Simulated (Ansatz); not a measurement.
# interstitial Cu in Si: molecular dynamics, part 2 of 2

Purpose: to see whether the interstitial stays in its void or moves on. The start is relaxed first. Runs: 200 steps of 3 fs under a Langevin thermostat at 600 K; 300 steps of 2 fs at constant energy, with velocities drawn for 840 K. The host cell (diamond) has 16 atoms, cell charge +1; the extra atom is the last.

Ansatz 0.2.0; DFT PBEsol, plane waves, PAW, scalar-relativistic, no spin polarisation.

### 7 Snapshots as a file

Extended XYZ, with forces in eV/Å:

```xyz
17
Lattice="0.000 5.430 5.430 5.430 0.000 5.430 5.430 5.430 0.000" Properties=species:S:1:pos:R:3:forces:R:3 pbc="T T T" time_fs=99.0 T=329 dE=1.0746
Si    0.183    0.048    0.130   -1.056    0.310    0.430
Si    1.299    1.541    1.480    0.054    0.466    0.297
Si    2.659    2.792    0.046    0.640    0.740    1.088
Si    4.157    4.197    1.465    0.058   -1.108   -0.346
Si    2.772    0.380    2.858    0.827   -0.205   -0.205
Si    4.287    1.569    4.346   -0.095   -0.841   -0.955
Si    5.576    2.526    2.647   -1.720    1.241   -0.445
Si    6.934    4.208    3.952   -0.391    0.477    0.524
Si   -0.143    2.793    2.927   -0.954   -1.251   -0.578
Si    1.254    4.148    4.049    1.020    0.323    0.142
Si    2.526    5.478    2.583    0.687   -0.556    0.281
Si    3.894    6.670    4.265    0.979   -0.038   -0.414
Si    2.670    2.819    5.383   -0.113    0.361    0.517
Si    3.938    4.157    6.943   -0.410   -0.070    0.330
Si    5.364    5.110    5.361   -0.691    0.608   -0.202
Si    6.702    6.674    6.453    0.042    0.267    0.108
Cu    7.797    7.880    8.400    1.124   -0.722   -0.571
17
Lattice="0.000 5.430 5.430 5.430 0.000 5.430 5.430 5.430 0.000" Properties=species:S:1:pos:R:3:forces:R:3 pbc="T T T" time_fs=201.0 T=574 dE=0.8866
Si    0.136    0.405    0.270   -0.568   -0.356   -0.117
Si    1.297    1.764    1.742    0.728   -0.488    0.145
Si    2.748    2.713    0.115   -0.423    0.331    0.153
Si    4.067    4.284    1.221    0.025    0.224    0.951
Si    2.556    0.213    3.176   -1.187    0.801    0.213
Si    4.040    1.551    4.369   -0.141    0.942   -0.507
Si    5.270    2.872    2.738   -0.788    0.448    0.966
Si    6.567    4.137    4.367    0.293   -0.032   -0.410
Si   -0.201    2.990    3.046   -0.505   -0.186   -0.245
Si    1.248    4.406    4.224   -0.832   -0.006   -0.008
Si    2.604    5.461    2.754    1.083   -0.019   -0.938
Si    4.084    6.688    4.226    0.241   -0.042    0.245
Si    2.419    2.947    5.501    0.833   -1.034    0.327
Si    3.510    4.206    7.165    1.260   -0.751   -0.247
Si    5.160    5.289    5.860    0.030    0.372   -0.282
Si    6.559    6.940    6.844   -0.556   -1.172   -1.406
Cu    7.701    7.741    8.512    0.505    0.969    1.162
17
Lattice="0.000 5.430 5.430 5.430 0.000 5.430 5.430 5.430 0.000" Properties=species:S:1:pos:R:3:forces:R:3 pbc="T T T" time_fs=300.0 T=548 dE=0.9753
Si   -0.254    0.316   -0.085   -0.417    0.724    0.733
Si    1.172    1.522    1.371   -0.356   -0.150    1.298
Si    2.737    2.840    0.358    0.179    0.203   -0.683
Si    3.974    4.429    1.495    0.478    0.489   -0.634
Si    2.528    0.388    3.039   -0.044    0.034   -0.959
Si    3.849    1.955    4.182    1.012   -1.340   -0.496
Si    5.322    3.107    2.799    0.559    0.174    0.841
Si    6.849    4.381    4.470   -0.867   -0.195    0.042
Si   -0.037    2.901    2.950    0.615   -0.353    0.444
Si    1.283    4.485    4.254   -0.051   -1.055   -0.810
Si    2.634    5.730    2.834    0.515    0.006    1.113
Si    4.250    6.932    4.525   -0.771    0.242   -1.027
Si    2.558    3.064    5.617   -1.638   -0.167    0.913
Si    3.799    4.155    7.230   -0.351    0.481    0.796
Si    5.251    5.353    5.927    0.407    0.203   -0.825
Si    6.549    6.962    6.989    0.382    0.756   -1.114
Cu    7.734    8.033    8.711    0.351   -0.053    0.368
17
Lattice="0.000 5.430 5.430 5.430 0.000 5.430 5.430 5.430 0.000" Properties=species:S:1:pos:R:3:forces:R:3 pbc="T T T" time_fs=399.0 T=661 dE=1.1050
Si   -0.066    0.420    0.318    1.794   -0.457    0.554
Si    1.466    1.803    1.716   -1.118   -1.146    0.136
Si    2.659    3.237    0.407   -0.474   -0.032   -0.465
Si    4.112    4.434    1.688   -0.467    1.383   -0.081
Si    2.959    0.365    2.919   -1.519   -0.438   -0.084
Si    4.049    1.694    4.434   -1.154    0.311    0.666
Si    5.208    3.047    3.075    2.058   -0.187   -0.219
Si    6.743    4.509    4.315    0.840    0.123   -0.838
Si   -0.199    2.922    3.043    0.829   -0.327    0.435
Si    1.230    4.334    4.298   -0.902    0.430    0.599
Si    2.569    5.716    3.024    1.067   -0.338    0.469
Si    3.907    7.102    4.643    0.714   -0.670   -0.691
Si    2.482    3.018    5.768    0.495   -0.353   -0.983
Si    4.066    4.214    6.951   -0.425    0.295    0.758
Si    5.407    5.633    5.753   -0.681    0.529   -0.315
Si    6.679    6.997    7.082   -0.874    0.667    0.199
Cu    7.888    8.203    8.682   -0.183    0.210   -0.140
17
Lattice="0.000 5.430 5.430 5.430 0.000 5.430 5.430 5.430 0.000" Properties=species:S:1:pos:R:3:forces:R:3 pbc="T T T" time_fs=501.0 T=593 dE=1.0595
Si    0.184    0.501    0.773   -0.606    0.090   -0.930
Si    1.431    2.000    2.035    0.211   -0.748    0.722
Si    2.692    3.151    0.446    0.800   -0.722    0.743
Si    4.025    4.515    1.806    0.474    0.394   -0.080
Si    2.799    0.431    3.372   -0.732    0.710   -0.890
Si    4.208    1.746    4.602    1.480   -0.318    0.462
Si    5.457    3.093    3.005   -1.030    0.158    1.131
Si    6.843    4.423    4.543   -1.691    1.088    0.216
Si    0.111    3.240    3.559   -0.159   -0.503   -0.232
Si    1.573    4.480    4.942   -0.341    0.424   -0.635
Si    2.575    5.811    3.120    0.383   -0.972    1.337
Si    4.024    7.088    4.610    0.133    0.585   -0.259
Si    2.664    2.685    6.019    0.160    1.288    0.029
Si    3.986    4.302    7.539    0.625    0.160   -0.196
Si    5.114    5.515    5.935    0.682   -0.387   -0.784
Si    6.504    6.903    7.199   -0.124   -0.368   -0.577
Cu    7.925    8.370    8.519   -0.265   -0.879   -0.057
17
Lattice="0.000 5.430 5.430 5.430 0.000 5.430 5.430 5.430 0.000" Properties=species:S:1:pos:R:3:forces:R:3 pbc="T T T" time_fs=600.0 T=631 dE=1.0396
Si   -0.150    0.579    0.815    0.794   -0.668   -0.358
Si    1.387    1.607    2.179   -1.363    1.651    0.491
Si    2.810    2.925    0.898   -0.063    0.092    0.186
Si    4.049    4.525    2.066   -0.104   -0.233    0.546
Si    2.568    0.419    3.641    1.507   -0.952    0.541
Si    3.994    1.871    4.904   -0.648    0.466   -0.790
Si    5.347    3.022    3.329   -0.837   -0.152    0.056
Si    6.915    4.169    4.907   -0.792    0.928   -0.111
Si   -0.068    3.083    3.648    0.986    0.460   -1.074
Si    1.264    4.750    4.807   -0.720   -1.286    0.677
Si    2.474    5.839    3.231    0.364   -0.057   -0.507
Si    3.932    7.106    4.743    0.177   -0.705    0.135
Si    2.504    3.199    6.160   -0.047    0.156   -0.425
Si    3.947    4.424    7.688   -0.159   -0.137    0.409
Si    5.218    5.479    5.991   -1.021   -1.039   -0.931
Si    6.402    7.013    7.049    0.888    1.190    1.195
Cu    7.604    8.158    8.630    1.037    0.286   -0.042
```

Reading of run 1. Against a set 600 K the second half averages 563 K with a spread of 73 K (in equilibrium 17 atoms would scatter by about 119 K, over a far longer run). The farthest move is 0.55 Å, against a mean nearest distance of 2.3 Å at the start: no atom has changed site so far. The interstitial Cu17 strays up to 0.63 Å from where this run began and ends 0.31 Å from it (the host's drift taken out), so it has kept its site.

### 8 Run 2

300 steps of 2 fs at constant energy, with velocities drawn for 840 K, starting from the last frame of an earlier run, with new velocities.

Input file input.yaml:

```yaml
crystal:
  lattice:
    - [0.0, 5.43, 5.43]
    - [5.43, 0.0, 5.43]
    - [5.43, 5.43, 0.0]
  atoms:
    - { symbol: Si, position: [0.14223002, 0.00791945, -0.03555054] }
    - { symbol: Si, position: [0.22087379, 0.18044076, 0.07506596] }
    - { symbol: Si, position: [0.09326211, 0.07209579, 0.44549404] }
    - { symbol: Si, position: [0.23401244, 0.14644827, 0.59925498] }
    - { symbol: Si, position: [0.13731872, 0.53315393, -0.06018143] }
    - { symbol: Si, position: [0.2561405, 0.64709141, 0.08844748] }
    - { symbol: Si, position: [0.09241055, 0.52058288, 0.46421713] }
    - { symbol: Si, position: [0.19891064, 0.70471056, 0.56881597] }
    - { symbol: Si, position: [0.62609624, 0.04579037, -0.05835348] }
    - { symbol: Si, position: [0.76359075, 0.1216654, 0.11119562] }
    - { symbol: Si, position: [0.60735023, -0.01240711, 0.4679821] }
    - { symbol: Si, position: [0.7290644, 0.14442893, 0.57962855] }
    - { symbol: Si, position: [0.63120392, 0.50326077, -0.04211985] }
    - { symbol: Si, position: [0.75184333, 0.66406058, 0.06291561] }
    - { symbol: Si, position: [0.57568326, 0.52763596, 0.43327738] }
    - { symbol: Si, position: [0.70527254, 0.59284332, 0.58625752] }
    - { symbol: Cu, position: [0.84570934, 0.74366748, 0.65671712] }
total_charge: 1
basis:
  ecutwfc: 420.0
kpoints:
  mp_grid: { grid: [2, 2, 2] }
hamiltonian:
  xc: pbesol
scf:
  occupations: { method: fermi_dirac, width: 0.02 }
  lower_state_search: "off"
md:
  timestep: 2
  n_steps: 300
  ensemble: nve
  temperature: 840.0
  initial_velocities: maxwell_boltzmann
  seed: 624618
```

On the command line:

```sh
$ ansatz run input.yaml --threads 1 --pin off --max-ram 3072MiB --backend cpu --events-out ev --progress --plain --runs-dir out
```

Output, cut to the lines that bear on the results:

```text
Warning: md: disabling space-group detection — thermal motion breaks the input geometry's symmetry, so no spatial operation reduces the k-mesh or symmetrises the density; time reversal is kept, so that k and −k are solved as one point where they differ and the mesh holds both, and exact [...]
Warning: RAYON_NUM_THREADS=1 ignored (pool sized by the plan → 1); use --threads N
[...]
Pseudopotentials: kind: paw
Pseudopotential: Si, paw, valence charge 4, recommended cutoff 420 eV (normal), Si.paw.azcp
Pseudopotential: Cu, paw, valence charge 19, recommended cutoff 420 eV (normal), Cu.paw.azcp
[...]
md step    20: t =    40.00 fs  T =   795.5 K  F+E_penalty+E_count = -16536.05886742 eV  E_kin = 1.645200 eV  conserved = -16534.41366696 eV  (7 SCF iters)
[...]
md step    30: t =    60.00 fs  T =   566.3 K  F+E_penalty+E_count = -16535.58254156 eV  E_kin = 1.171285 eV  conserved = -16534.41125663 eV  (7 SCF iters)
[...]
md step    38: t =    76.00 fs  T =   540.2 K  F+E_penalty+E_count = -16535.52710587 eV  E_kin = 1.117166 eV  conserved = -16534.40993998 eV  (4 SCF iters)
md step    39: t =    78.00 fs  T =   577.9 K  F+E_penalty+E_count = -16535.60540491 eV  E_kin = 1.195178 eV  conserved = -16534.41022654 eV  (4 SCF iters)
```

### 9 More of the same log: dynamics from the last frame of the run before

Output, continued, cut to the lines that bear on the results:

```text
md step    40: t =    80.00 fs  T =   625.4 K  F+E_penalty+E_count = -16535.70415793 eV  E_kin = 1.293374 eV  conserved = -16534.41078422 eV  (7 SCF iters)
[...]
md step    57: t =   114.00 fs  T =   558.4 K  F+E_penalty+E_count = -16535.56486845 eV  E_kin = 1.154802 eV  conserved = -16534.41006654 eV  (3 SCF iters)
[...]
  atom   5  Si    -0.66693710     0.58711697    -1.07192308
  atom   6  Si    -0.22873242    -0.09278028     1.40220753
  atom   7  Si     1.75662309    -0.30166498     1.79801924
  atom   8  Si    -0.67632109    -0.75220345    -0.49664084
[...]
--- Band table (eV; the first three rows and the last of 8) ---
[...]
--- MD trajectory: 300 steps, t = 0.0 → 600.0 fs ---
  final state: T = 768.1 K   F+E_penalty+E_count = -16536.00099187 eV   E_kin = 1.588521 eV
  conserved energy: peak-to-peak 5.966e-3 eV (3.509e-4 eV/atom) over 600.0 fs
```

It took 17 min on 1 thread of Intel Xeon Platinum 8488C (Sapphire Rapids), shared host; peak memory 0.86 GiB.

### 10 What the atoms did

One step in 22; energies are changes from step 0; msd is the mean square displacement from the start, the centre of mass held:

```tsv
time (fs)	T (K)	potential energy change (meV/atom)	total energy change (meV/atom)	msd Cu (Å²)	msd Si (Å²)
0.0	840	0.0	0.00	0.000	0.000
44.0	782	7.0	0.02	0.060	0.041
88.0	812	3.3	-0.03	0.245	0.074
132.0	922	-10.1	-0.08	0.470	0.118
176.0	677	19.9	0.08	0.485	0.193
220.0	767	8.9	0.00	0.676	0.189
264.0	836	0.4	-0.03	0.875	0.161
308.0	657	22.3	0.11	0.900	0.131
352.0	729	13.5	0.00	0.727	0.119
396.0	657	22.4	0.09	0.592	0.106
440.0	819	2.6	0.07	0.603	0.064
484.0	643	24.1	0.06	0.538	0.100
528.0	586	30.9	0.07	0.390	0.133
572.0	693	17.9	0.10	0.244	0.107
600.0	768	8.8	0.04	0.159	0.111
```

time (fs), T (K) and a bar:
```
      0.0        840 #########################
     26.0        500 
     52.0        674 #############
     78.0        578 ######
    104.0        601 #######
    130.0        913 ##############################
    156.0        668 ############
    182.0        654 ###########
    208.0        603 ########
    234.0        644 ###########
    260.0        804 ######################
    286.0        552 ####
    314.0        580 ######
    340.0        712 ################
    366.0        540 ###
    392.0        632 ##########
    418.0        686 ##############
    444.0        782 #####################
    470.0        706 ###############
    496.0        498 
    522.0        589 #######
    548.0        667 ############
    574.0        679 #############
    600.0        768 ####################
```

Pair distribution over the second half of the run:

```tsv
r (Å)	g Si–Si	g Si–Cu
0.68	0.00	0.00
0.84	0.00	0.00
1.00	0.00	0.00
1.16	0.00	0.00
1.32	0.00	0.00
1.48	0.00	0.00
1.64	0.00	0.00
1.80	0.00	0.00
1.96	0.00	0.00
2.12	0.27	0.41
2.28	3.51	3.79
2.44	3.34	4.63
2.60	0.43	1.39
2.76	0.03	0.75
2.92	0.00	1.20
3.08	0.00	0.73
```

First peaks of g(r) (not always the tallest), and, where a minimum follows, the mean number of second-named atoms round a first-named one up to the next minimum:

```tsv
pair	peak (Å)	height	minimum (Å)	neighbours
Si–Si	2.36	4.4	-	-
Si–Cu	2.36	5.1	2.68	0.4
```

Maxima of the velocity power spectrum (cm⁻¹, relative height; resolution about 110 cm⁻¹): 110 (70), 420 (100).

### 11 Positions and forces

Positions (Å) and forces (eV/Å):

```xyz
17
Lattice="0.000 5.430 5.430 5.430 0.000 5.430 5.430 5.430 0.000" Properties=species:S:1:pos:R:3:forces:R:3 pbc="T T T" time_fs=100.0 T=692 dE=0.3085
Si   -0.039    0.421    0.771   -1.947    1.432    0.896
Si    0.965    1.915    2.321    1.101   -1.804   -0.091
Si    2.371    2.946    0.858    0.887    0.779   -0.326
Si    3.851    4.482    1.995    0.048   -0.126   -0.682
Si    2.631    0.443    3.470   -1.206    0.566   -0.272
Si    4.093    1.762    4.657    0.373    0.342    0.590
Si    5.376    3.216    3.185   -0.742   -1.228    0.402
Si    6.715    4.332    4.693    0.750    0.249    0.109
Si   -0.101    3.160    3.841   -1.868    0.791   -0.099
Si    1.354    4.533    5.125    0.098   -0.515   -1.609
Si    2.410    5.682    3.359    0.389    0.311    0.548
Si    3.745    7.017    4.923    0.075    0.819   -0.439
Si    2.481    2.841    6.077    1.572   -0.206    0.679
Si    3.850    4.503    7.552    1.066   -0.720   -0.316
Si    5.198    5.571    5.897   -0.111   -0.182    1.246
Si    6.479    6.956    7.387   -0.529   -0.029   -0.496
Cu    8.140    8.259    8.606    0.044   -0.478   -0.138
17
Lattice="0.000 5.430 5.430 5.430 0.000 5.430 5.430 5.430 0.000" Properties=species:S:1:pos:R:3:forces:R:3 pbc="T T T" time_fs=200.0 T=554 dE=0.5925
Si   -0.267    0.324    0.974   -1.307   -0.029   -0.923
Si    1.176    1.740    1.945   -0.048    1.559    0.158
Si    2.404    3.383    0.735    0.026   -0.552    0.043
Si    3.823    4.376    2.340    0.163   -0.205    0.046
Si    2.421    0.494    3.296    2.652   -0.879    0.454
Si    3.817    1.760    4.944   -0.343   -1.909   -0.481
Si    5.233    2.824    3.521   -0.336    0.090   -1.317
Si    6.512    4.440    4.473    0.925    0.263    0.810
Si   -0.090    3.043    3.442   -1.418   -0.005   -0.951
Si    0.965    4.399    4.942   -1.251   -0.008    0.701
Si    2.493    5.576    3.864    0.969    1.468   -1.595
Si    3.753    7.268    5.008    0.680   -0.223    0.279
Si    2.505    3.197    6.059    0.717   -0.115    1.922
Si    4.070    4.586    7.325   -0.826    0.094    0.845
Si    5.503    5.943    5.936   -1.480   -0.745   -0.358
Si    6.661    6.918    7.569    0.115    0.422    0.845
Cu    8.318    8.043    8.490    0.762    0.775   -0.477
17
Lattice="0.000 5.430 5.430 5.430 0.000 5.430 5.430 5.430 0.000" Properties=species:S:1:pos:R:3:forces:R:3 pbc="T T T" time_fs=300.0 T=751 dE=0.1846
Si   -0.532    0.440    0.856    0.852   -0.496    1.133
Si    1.146    1.639    2.027   -0.156   -0.547    0.799
Si    2.678    2.904    0.906    0.925    0.155   -0.381
Si    3.727    4.488    2.386   -0.377    0.080   -1.002
Si    2.460    0.306    3.520    0.870   -0.359   -1.416
Si    3.679    1.740    4.949   -1.379    0.480   -0.639
Si    5.014    3.050    3.595    0.770    0.016    0.519
Si    6.850    4.057    4.764   -0.504    0.280   -0.323
Si    0.003    3.184    3.330    0.015    0.828    0.410
Si    0.975    4.794    4.929    0.317   -1.471   -0.372
Si    2.455    6.015    3.592   -0.588   -0.598    0.084
Si    4.197    7.191    4.789   -0.310    0.206    0.851
Si    2.148    3.053    6.182    0.295    0.941   -0.511
Si    3.904    4.417    7.280    0.210    1.694    0.006
Si    5.536    5.628    5.896   -0.975   -0.465    0.897
Si    6.240    7.150    7.581    0.853   -0.456   -0.149
Cu    8.538    8.138    8.398   -0.818   -0.289    0.096
17
Lattice="0.000 5.430 5.430 5.430 0.000 5.430 5.430 5.430 0.000" Properties=species:S:1:pos:R:3:forces:R:3 pbc="T T T" time_fs=400.0 T=676 dE=0.3400
Si   -0.352    0.733    0.999    0.179   -0.923   -2.029
Si    1.039    1.872    2.294    1.824   -0.321    1.366
Si    2.659    2.759    0.821   -0.161    0.531    0.111
Si    3.975    4.436    1.938   -1.094   -0.699    0.641
Si    2.533    0.252    3.641   -1.231   -0.152   -1.245
Si    3.814    1.756    4.723   -0.007    0.573    0.974
Si    5.191    3.093    3.415   -0.135    0.161    0.198
Si    6.666    4.082    4.927    0.538    0.942   -0.400
Si   -0.355    3.207    3.596    0.533    0.029   -0.148
Si    0.894    4.610    4.935    0.719    0.919    0.045
Si    2.561    5.678    3.360   -1.421   -0.868    0.159
Si    3.909    6.823    4.788   -0.003    1.101    0.268
Si    2.461    3.200    6.002    0.170    0.468    0.726
Si    3.909    4.649    7.455   -0.517   -0.382   -0.227
Si    5.486    5.798    6.072    0.046   -1.215    0.421
Si    6.534    7.225    7.530    0.081   -0.534   -0.791
Cu    8.343    8.086    8.435    0.480    0.368   -0.070
17
Lattice="0.000 5.430 5.430 5.430 0.000 5.430 5.430 5.430 0.000" Properties=species:S:1:pos:R:3:forces:R:3 pbc="T T T" time_fs=500.0 T=469 dE=0.7703
Si   -0.330    0.315    0.829    2.016    0.558    0.380
Si    1.176    1.812    2.084   -1.097    0.583   -0.335
Si    2.489    3.341    0.719   -2.471   -0.234   -0.278
Si    3.845    4.392    2.130    0.416    0.132    1.035
Si    2.675    0.676    3.352   -0.151   -0.363    1.621
Si    4.102    1.867    4.984   -1.164   -0.034   -1.276
Si    5.288    2.901    3.266    0.096    0.282   -0.065
Si    6.564    4.498    4.439    0.974    0.272    0.560
Si   -0.212    2.907    3.811    1.497    0.686   -0.914
Si    1.163    4.537    4.925    0.240   -0.916    0.393
Si    2.452    5.749    3.375   -0.756    0.123    0.256
Si    3.669    7.216    5.089    0.523   -1.476   -0.533
Si    2.610    3.038    6.265   -0.841    1.101   -0.552
Si    4.181    4.631    7.932   -0.715   -1.540   -0.350
Si    5.011    5.500    5.982    0.425   -0.051   -0.640
Si    6.397    6.949    7.149    1.033    0.248    0.864
Cu    8.274    8.017    8.509   -0.022    0.629   -0.166
17
Lattice="0.000 5.430 5.430 5.430 0.000 5.430 5.430 5.430 0.000" Properties=species:S:1:pos:R:3:forces:R:3 pbc="T T T" time_fs=600.0 T=768 dE=0.1494
Si   -0.217    0.429    0.854   -0.326    0.504    0.288
Si    1.173    1.806    2.195    0.246   -0.050    0.167
Si    2.599    3.076    0.732   -0.962   -0.205    0.746
Si    3.764    4.460    2.183   -0.345    1.412   -1.320
Si    2.702    0.329    3.398   -0.667    0.587   -1.072
Si    4.058    1.720    4.609   -0.229   -0.093    1.402
Si    5.182    3.130    3.178    1.757   -0.302    1.798
Si    6.788    4.451    4.726   -0.676   -0.752   -0.497
Si   -0.234    3.274    3.509    1.072   -1.112    0.437
Si    1.149    4.421    5.126   -0.756    0.304   -1.102
Si    2.461    5.670    3.659   -0.217    0.829   -0.095
Si    3.976    7.141    4.939   -1.047    1.092   -1.677
Si    2.509    2.888    6.042    1.113   -0.439    0.763
Si    3.975    4.409    7.378   -0.924    0.113   -0.303
Si    5.297    5.755    5.980    1.229   -1.381    0.935
Si    6.510    7.038    7.511   -0.095   -0.999   -0.807
Cu    8.002    8.164    8.647    0.828    0.492    0.336
```

Reading of run 2. The temperature starts at 840 K and averages 663 K in the second half, where it ranges from 462 to 866 K. The total energy strays from its start by at most 0.27 meV/atom, 0.3 % of the mean kinetic energy, so a step of 2 fs is short enough over this time. The farthest move is 0.97 Å against a mean nearest distance of 2.3 Å: a large displacement, and the run is too short to tell whether atoms leave their places. The interstitial Cu17 strays up to 1.11 Å from where this run began and ends 0.46 Å from it (the host's drift taken out).

### 12 What came out

This closing draws on all 2 parts.

```
                                    quantity                                    value
                     relaxation of the start                  7 moves, 0.144 eV lower
                               run 1: length                        200 steps of 3 fs
     run 1: temperature, first and last step                            565 and 631 K
             run 1: temperature, second half            mean 563 K, from 386 to 725 K
        run 1: potential energy, second half  +67 meV/atom from this run's first step
run 1: mean square displacement, second half                    Cu 0.111, Si 0.049 Å²
                               run 2: length                        300 steps of 2 fs
     run 2: temperature, first and last step                            840 and 768 K
             run 2: temperature, second half            mean 663 K, from 462 to 866 K
        run 2: potential energy, second half  +22 meV/atom from this run's first step
   run 2: largest change of the total energy                            0.27 meV/atom
run 2: mean square displacement, second half                    Cu 0.545, Si 0.108 Å²
```

**Reading.** Mean temperatures of the second halves: 563 K, 663 K. In the last run: the interstitial Cu17 strays up to 1.11 Å from where this run began and ends 0.46 Å from it (the host's drift taken out). Averages from a run of 600 fs with 17 atoms are rough. The charged cell sits in a uniform background, with no correction for images.
